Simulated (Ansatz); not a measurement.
Sn, space group I4/mmm: a comparison of norm-conserving and PAW potentials, run with the Python package of Ansatz (0.2.0).

The script, `sn_nc_paw.py`:
```python
"""Norm-conserving against PAW potentials for Sn."""

import ansatz as az
import numpy as np
from pymatgen.core import Lattice, Structure
from pymatgen.io.ase import AseAtomsAdaptor

config = {
    "sigma": 0.15,
    "xc": "PBEsol",
    "mesh": (13, 13, 13),
}


def count_gap(report):
    # lowest empty less highest filled band, counting bands; zero where they overlap
    return max(report.get("gap_by_band_count_ev") or 0.0, 0.0)


def main() -> None:
    pmg_structure = Structure(
        Lattice([(-1.59075, 1.59075, 2.91565), (1.59075, -1.59075, 2.91565), (1.59075, 1.59075, -2.91565)]),
        ["Sn"],
        [
            (0.0, 0.0, 0.0),
        ],
    )
    cell = az.Crystal.from_ase(AseAtomsAdaptor.get_atoms(pmg_structure))

    job = (
        cell.calculation()
        .occupations(az.OccupationsMethod.COLD, width=config["sigma"])
        .functional(config["xc"])
        .kpoints(mesh=config["mesh"], center="gamma")
        .stress()
        .forces()
        .band_table()
    )
    variants = {
        "PAW": job.pseudopotentials("paw"),
        "norm-conserving": job.pseudopotentials("nc"),
    }
    # totals differ by the cores that each treatment holds, so compare what does not depend on them
    rows = []
    for label, variant in variants.items():
        r = variant.run(threads=1).report
        levels = np.array(r["eigenvalues_ev"][0]) - r["fermi_energy_ev"]
        print(label, "levels at the first k-point near E_F:", np.round(levels[np.abs(levels) < 5], 3))
        rows.append((label, r["n_electrons"], np.trace(r["stress_gpa"]) / 3, count_gap(r)))
    lines = [",".join(["treatment", "electrons in bands", "P GPa", "gap by band count eV"])] + [",".join(f"{v:.4f}" if isinstance(v, float) else str(v) for v in row) for row in rows]
    print("\n".join(lines))
    with open("nc_paw.csv", "w") as handle:
        handle.write("\n".join(lines) + "\n")


if __name__ == "__main__":
    main()
```

How well do the two treatments of the cores agree on the pressure?

PAW gives -4.127 GPa and norm-conserving -4.156 GPa, 0.029 GPa apart. They took 4.0 and 12.3 s of processor time.

What the script printed:

Running `python sn_nc_paw.py` prints:
```text
DeckWarning: basis.ecutwfc = 420 eV, auto-derived from the records' recommended cutoffs: set by Sn (normal level)
PAW levels at the first k-point near E_F: []
DeckWarning: basis.ecutwfc = 979.609905 eV, auto-derived from the records' recommended cutoffs: set by Sn (normal level)
norm-conserving levels at the first k-point near E_F: []
treatment,electrons in bands,P GPa,gap by band count eV
PAW,14.0000,-4.1274,0.0000
norm-conserving,14.0000,-4.1562,0.0000
```
(Warnings from the package without file and line.)

Notes:
- The computed bands are complete only to about 5.5 eV above the Fermi level.
- A gap by band count of zero or less means overlapping bands, a metal.
- This isn't the structure that Sn takes at ambient conditions.
- Levels are Kohn-Sham eigenvalues on this mesh, without spin-orbit coupling.
- Stress is positive in compression.
- Finished in 18 s on 1 thread of Arm Neoverse V1 (shared host), peak memory 0.57 GiB.
